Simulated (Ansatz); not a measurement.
# BAs2: the cost of one run

Computed with Ansatz 0.2.0 (DFT PBE, scalar-relativistic, plane waves, PAW, unless a step's input says otherwise).

1 further run of the same task is left out (it didn't finish).

**1. The structure to begin with**

It takes space group P4/mmm (No. 123, tetragonal). Conventional cell: a = 2.932 Å, b = 2.932 Å, c = 6.049 Å, α = 90.00°, β = 90.00°, γ = 90.00°. B (site symmetry 4/mmm) has 8 As at 2.74 Å and 4 B at 2.93 Å in its first shell of neighbours. Around As (site symmetry 4mm) lie 1 As at 2.48 Å and 4 B at 2.74 Å.

Coordinates:

```
CELL_PARAMETERS angstrom
2.93186 0.00000 0.00000
0.00000 2.93186 0.00000
0.00000 0.00000 6.04917
ATOMIC_POSITIONS crystal
B 0.00000 0.00000 0.00000
As 0.50000 0.50000 0.29500
As 0.50000 0.50000 0.70500
```

A structure generator made this guess: species swapped into a database cell of Ga2Cu (P4/mmm, No. 123), with As on the Ga sites and B on the Cu sites. Lengths come from tabulated atomic sizes and are only a guess.

**2. The guess as it stands, on a coarse mesh**

The input, input.yaml:

```yaml
crystal:
  lattice:
    - [2.93186145, 0.0, 0.0]
    - [0.0, 2.93186145, 0.0]
    - [0.0, 0.0, 6.04916613]
  atoms:
    - { symbol: B, position: [0.0, 0.0, 0.0] }
    - { symbol: As, position: [0.5, 0.5, 0.29499999] }
    - { symbol: As, position: [0.5, 0.5, 0.70500001] }
basis:
  ecutwfc: 420
kpoints:
  mp_grid: { grid: [6, 6, 4] }
hamiltonian:
  xc: pbe
scf:
  occupations: { method: gaussian, width: 0.1 }
  lower_state_search: "off"
output:
  forces: true
  stress: true
  eigenvalues: true
```

Started as:

```console
> ansatz run input.yaml --threads 1 --pin off --max-ram 2560MiB --backend cpu --events-out ev --progress --plain --runs-dir out
```

Q: Estimate wall time and peak memory on 1 thread of Intel Xeon at 2.50GHz (Skylake/Cascade Lake), shared host.

About 3.4 s, with a peak of 0.34 GiB.
